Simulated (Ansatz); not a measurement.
# Mg: the cost of one run

Computed with the Python package of Ansatz 0.2.0. Level of theory: DFT r2SCAN, plane waves, PAW.

This is Mg in the fcc structure; at room conditions it is hcp.

## 1. The structure

It takes space group Fm-3m (No. 225, cubic). Conventional cell: a = 4.489 Å, b = 4.489 Å, c = 4.489 Å, α = 90.00°, β = 90.00°, γ = 90.00°. Mg (site symmetry m-3m) has 12 Mg at 3.17 Å as nearest neighbours.

The script holds or builds the structure itself.

## 2. Script

File strain_mg.py:

```python
'''A biaxial strain scan of Mg.'''

import ansatz
import matplotlib.pyplot as plt
import numpy as np

VECTORS = np.array([
    [0.0, 2.24426, 2.24426],
    [2.24426, 0.0, 2.24426],
    [2.24426, 2.24426, 0.0],
])
SITES = [
    ('Mg', [0.0, 0.0, 0.0]),
]


def build(cell):
    crystal = ansatz.Crystal(lattice=ansatz.Lattice.of(cell))
    for symbol, position in SITES:
        crystal = crystal.atom(symbol, position)
    return crystal

# clamped ions: the fractional positions stay as typed
values = np.linspace(-0.02, 0.02, 5)
energies = []
for d in values:
    strain = np.diag([d, d, 0])
    cell = VECTORS @ (np.eye(3) + strain)
    base = (
        build(cell).calculation()
        .basis(39 * ansatz.Ry)
        .occupations('cold')
        .functional('r2SCAN')
        .kpoints(13, 13, 13)
    )
    report = base.run(threads=1).report
    energies.append(report['free_energy_ev'] / len(SITES))
    print(f'd = {d:+.4f}  F = {energies[-1]:.5f} eV/atom')
energies = np.array(energies)

for value, e in zip(values, energies):
    print(f'strain {value:7.3f}   E - Emin = {1000 * (e - energies.min()):9.3f} meV/atom')
plt.figure(figsize=(4.5, 3))
plt.plot(values, 1000 * (energies - energies.min()), 'o-')
plt.xlabel('strain')
plt.ylabel('meV/atom')
plt.tight_layout()
plt.savefig('strain.png', dpi=100)
curvature = 2 * np.polyfit(values, energies, 3)[1]
volume = abs(np.linalg.det(VECTORS)) / len(SITES)
print(f'd2E/dd2 over the volume: {curvature / volume * 160.21766:.1f} GPa')
```

## 3. The calls as engine input

The engine receives this input (first run):

```yaml
crystal:
  lattice:
    - [0.0, 2.1993748, 2.24426]
    - [2.1993748, 0.0, 2.24426]
    - [2.1993748, 2.1993748, 0.0]
  atoms:
    - { symbol: Mg, position: [0.0, 0.0, 0.0] }
basis:
  ecutwfc: 530.622031796766
kpoints:
  mp_grid:
    grid: [13, 13, 13]
hamiltonian:
  xc: r2scan
scf:
  occupations:
    method: cold
```

## 4. Launch

Started as:

```bash
$ python strain_mg.py
```

**Question.** How long does this script take on 1 thread of Arm Neoverse V2, shared host, and how much memory does it need?

About 14 s, with a peak of 0.45 GiB.
